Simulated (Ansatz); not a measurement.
A nudged elastic band was laid between two geometries of a periodic cell of 17 atoms, CuSi₁₆ (host Si, host structure diamond, interstitial Cu), cell charge +1.

Level of theory: DFT PBE, scalar-relativistic, plane waves, PAW in Ansatz 0.2.0. Settings: PAW set soft_1, cutoff 420 eV, k mesh 2x2x2, gaussian smearing 0.02 eV, no spin polarisation.

```yaml
movable_images: 5
climbing_image: yes
spring: 2.0 to 10.0 eV/Å², energy-weighted
optimiser: quadratic models (default)
start_path: straight line
force_threshold: 0.05 eV/Å
iteration_limit: 61
end_points: relaxed
```

First end point:

```xyz
17
Lattice="0.0000 5.4300 5.4300 5.4300 0.0000 5.4300 5.4300 5.4300 0.0000" Properties=species:S:1:pos:R:3
Si -0.043 0.064 -0.046
Si 1.312 1.402 1.310
Si 2.650 2.758 -0.046
Si 4.074 4.071 1.299
Si 2.663 0.051 2.663
Si 4.016 1.387 4.012
Si 5.473 2.672 2.710
Si 6.757 4.129 4.013
Si -0.045 2.760 2.648
Si 1.304 4.072 4.070
Si 2.842 5.303 2.838
Si 4.073 6.841 4.070
Si 2.713 2.673 5.470
Si 4.015 4.130 6.755
Si 5.472 5.432 5.470
Si 6.929 6.646 6.923
Cu 5.583 7.993 5.580
```

Last end point:

```xyz
17
Lattice="0.0000 5.4300 5.4300 5.4300 0.0000 5.4300 5.4300 5.4300 0.0000" Properties=species:S:1:pos:R:3
Si 0.056 -0.058 0.033
Si 1.358 1.400 1.316
Si 2.575 2.852 -0.138
Si 4.029 4.068 1.316
Si 2.771 -0.003 2.716
Si 4.114 1.313 4.139
Si 5.428 2.656 2.717
Si 6.662 4.194 3.945
Si 0.060 2.684 2.776
Si 1.410 4.023 4.126
Si 2.745 5.373 2.771
Si 4.030 6.829 4.074
Si 2.759 2.670 5.477
Si 4.118 4.006 6.834
Si 5.431 5.424 5.485
Si 6.849 6.743 6.830
Cu 3.920 6.935 6.630
```

What changes between the two ends?

Contacts lost: Si10–Cu17, Si13–Cu17, Si16–Cu17. Contacts made: Si2–Cu17, Si3–Cu17, Si5–Cu17. The atom that moves furthest is Cu17, by 2.23 Å; four of its nearest neighbours are Si16 2.33, Si4 2.42, Si10 2.43, Si12 2.43 Å at the first end and Si3 2.33, Si15 2.42, Si5 2.43, Si7 2.43 Å at the last.

Give the energies along the band, and the barrier.

It converged. The highest image is number 3 of 0 to 6, 0.043 eV above the ends, which have the same energy within 2 meV. By the program's own check the climbing image is of a kind that is not told: the force calls were inconclusive, a negative curvature could not be distinguished from the path's own, the only one lies far off the path, or fixed occupations may fill a level only in part (lowest curvatures found: -0.58 and 0.90 eV/Å²). Limits of this set-up: coarse k mesh, a small cell, in which the defect meets its images, charged cell in a uniform background, uncorrected.

```
image  path coordinate (Å)  energy (eV)  Si10–Cu17 (Å)  Si13–Cu17 (Å)  Si16–Cu17 (Å)
    0                 0.00        0.000           2.43           2.56           2.33
    1                 0.82        0.003           2.82           3.17           2.35
    2                 1.08        0.032           3.08           3.35           2.35
    3                 1.30        0.043           3.30           3.51           2.36
    4                 1.52        0.032           3.52           3.69           2.41
    5                 1.78        0.004           3.82           3.89           2.47
    6                 2.60        0.000           4.59           4.57           2.94
```

What is the geometry of the highest image?


```xyz
17
Lattice="0.0000 5.4300 5.4300 5.4300 0.0000 5.4300 5.4300 5.4300 0.0000" Properties=species:S:1:pos:R:3
Si -0.038 0.004 0.054
Si 1.355 1.394 1.304
Si 2.632 2.793 -0.048
Si 3.993 4.158 1.406
Si 2.853 0.135 2.601
Si 4.123 1.408 4.103
Si 5.477 2.764 2.778
Si 6.918 4.198 3.907
Si -0.051 2.662 2.683
Si 1.219 3.935 4.185
Si 2.584 5.302 2.879
Si 4.025 6.737 4.008
Si 2.717 2.677 5.482
Si 4.111 4.066 6.732
Si 5.509 5.343 5.380
Si 6.871 6.707 6.833
Cu 4.753 7.467 6.107
```

The band took 6 iterations and of the order of 7 core-minutes.

Time of the run: 7.2 min on 1 thread of Arm Neoverse V2, on a shared host, peak memory 0.93 GiB.
